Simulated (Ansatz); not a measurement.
# CH7FOSi2: up Jacob's ladder to CCSD(T)

An exercise on one series of results from a longer session: the logs are not shown, and one member is left open.

The runs use Ansatz 0.2.0, Gaussian basis; functionals in def2-TZVPP, the program's frozen cores in correlated methods.

Plan: PBE-D4, r2SCAN-D4, PBE0-D4, B3LYP-D4, ωB97X-V, ωB97M-V, B2PLYP; CCSD(T)/def2-TZVPP; MP2/def2-QZVPP; extrapolation to the limit.

**The relaxed structure**

All runs share one geometry, relaxed beforehand with PBE0-D4 in a triple-zeta def2 set.

SMILES `O[SiH2][SiH2]CF`, 12 atoms, charge 0, spin multiplicity 1.

Atoms are counted from 1 here; the program's logs count them from 0.

Bond lengths: O1–Si2 1.655 Å, O1–H6 0.958 Å, Si2–Si3 2.351 Å, Si2–H7 1.485 Å, Si2–H8 1.490 Å, Si3–C4 1.903 Å, Si3–H9 1.491 Å, Si3–H10 1.491 Å, C4–F5 1.392 Å, C4–H11 1.095 Å, C4–H12 1.095 Å. Angles: Si2–O1–H6 117.5°, O1–Si2–Si3 112.0°, O1–Si2–H7 105.5°, O1–Si2–H8 111.3°, Si3–Si2–H7 109.8°, Si3–Si2–H8 109.3°, H7–Si2–H8 108.8°, Si2–Si3–C4 110.7°, Si2–Si3–H9 111.0°, Si2–Si3–H10 110.7°, C4–Si3–H9 107.1°, C4–Si3–H10 109.2°, H9–Si3–H10 108.0°, Si3–C4–F5 110.2°, Si3–C4–H11 111.0°, Si3–C4–H12 111.5°, F5–C4–H11 108.1°, F5–C4–H12 108.1° and more.

The first run:

The input, in.yaml:

```yaml
crystal:
  periodic: [false, false, false]
  atoms:
    - {symbol: O, position_ang: [-2.403234, -0.603789, 1.490936]}
    - {symbol: Si, position_ang: [-1.569954, -0.103806, 0.151638]}
    - {symbol: Si, position_ang: [0.756292, -0.223611, 0.467288]}
    - {symbol: C, position_ang: [1.676844, 0.263529, -1.125460]}
    - {symbol: F, position_ang: [1.243796, 1.509863, -1.569502]}
    - {symbol: H, position_ang: [-2.319572, -0.076767, 2.286437]}
    - {symbol: H, position_ang: [-1.979064, -1.026016, -0.937896]}
    - {symbol: H, position_ang: [-1.943830, 1.287581, -0.230001]}
    - {symbol: H, position_ang: [1.178974, -1.611615, 0.810729]}
    - {symbol: H, position_ang: [1.184736, 0.676345, 1.575876]}
    - {symbol: H, position_ang: [1.493853, -0.464491, -1.922717]}
    - {symbol: H, position_ang: [2.758160, 0.317479, -0.963429]}
basis:
  gaussian: {orbitals: def2-TZVPP}
hamiltonian: {xc: pbe, dispersion: d4}
output: {forces: true, orbitals: {seedname: orbitals}}
```

Launch:

```console
$ ansatz run in.yaml --threads 4 --pin off --events-out ev --progress --plain --max-ram 10444MiB
```

Among the steps run: PBE-D4 (GGA); r2SCAN-D4 (meta-GGA); PBE0-D4 (hybrid); B3LYP-D4 (hybrid); ωB97X-V (range-separated); ωB97M-V (range-separated); B2PLYP (double hybrid); CCSD(T) in def2-TZVPP; MP2 in def2-QZVPP.

One table of the session follows, with a row left open; its other results are not shown here.

| method | atomisation energy (kcal/mol) |
| --- | --- |
| PBE-D4 | 980.2 |
| r2SCAN-D4 | 973.9 |
| PBE0-D4 | 965.3 |
| B3LYP-D4 | 971.4 |
| ωB97X-V | 979.3 |
| ωB97M-V | 974.7 |
| B2PLYP | 960.5 |
| HF/def2-TZVPP | 713.0 |
| MP2/def2-TZVPP | 958.4 |
| CCSD/def2-TZVPP | 936.7 |
| CCSD(T)/def2-TZVPP | 948.7 |
| MP2/CBS | ? |
| CCSD(T)/CBS | 976.0 |

**Question.** Estimate the row for MP2/CBS.

As computed: atomisation energy (kcal/mol): 985.6. In the column «atomisation energy (kcal/mol)» it is the highest.
